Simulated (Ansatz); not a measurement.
# As2F: the cost of one run

Computed with Ansatz 0.2.0 (DFT PBE, scalar-relativistic, plane waves, PAW, unless a step's input says otherwise).

## Step 1: The structure to begin with

The structure is hexagonal, space group P6_3/mmc (No. 194). The conventional cell has a = 3.077 Å, b = 3.077 Å, c = 11.966 Å, α = 90.00°, β = 90.00°, γ = 120.00°. As (site symmetry 3m) has 3 F at 2.30 Å as nearest neighbours. F (site symmetry -6m2) has 6 As at 2.30 Å as nearest neighbours.

Coordinates:

```xyz
6
Lattice="3.0765 0.0000 0.0000 -1.5383 2.6644 0.0000 0.0000 0.0000 11.9665" Properties=species:S:1:pos:R:3 pbc="T T T"
As    0.0000    1.7762    7.5090
As    1.5383    0.8881    1.5257
As    0.0000    1.7762   10.4407
As    1.5383    0.8881    4.4575
F     0.0000    1.7762    2.9916
F     1.5383    0.8881    8.9748
```

This is candidate A: 2H molybdenite type (P6_3/mmc, No. 194).

(A quick probe on a coarse mesh, which set the mesh and smearing, is not shown.)

## Step 3: Rough relaxation on the coarse mesh (candidate A)

The input, input.yaml:

```yaml
crystal:
  lattice:
    - [3.0765337156, 0.0, 0.0]
    - [-1.5382668578, 2.6643563534, 0.0]
    - [0.0, 0.0, 11.9664545613]
  atoms:
    - { symbol: As, position: [0.3333333333, 0.6666666667, 0.6275] }
    - { symbol: As, position: [0.6666666667, 0.3333333333, 0.1275] }
    - { symbol: As, position: [0.3333333333, 0.6666666667, 0.8725] }
    - { symbol: As, position: [0.6666666667, 0.3333333333, 0.3725] }
    - { symbol: F, position: [0.3333333333, 0.6666666667, 0.25] }
    - { symbol: F, position: [0.6666666667, 0.3333333333, 0.75] }
basis:
  ecutwfc: 420
kpoints:
  mp_grid: { grid: [6, 6, 2] }
hamiltonian:
  xc: pbe
scf:
  occupations: { method: gaussian, width: 0.1 }
  lower_state_search: "off"
output:
  forces: true
  stress: true
  eigenvalues: true
relax:
  adjacent_minimum: "off"
  f_tol: 0.04
  max_steps: 70
  cell: { stress_tol: 0.4 }
```

Started as:

```console
$ ansatz run input.yaml --threads 1 --pin off --max-ram 2560MiB --backend cpu --events-out ev --progress --plain --runs-dir out
```

Q: Estimate wall time and peak memory on 1 thread of Intel Xeon 6975P-C (Granite Rapids), shared host.

About 17 s, with a peak of 0.43 GiB.
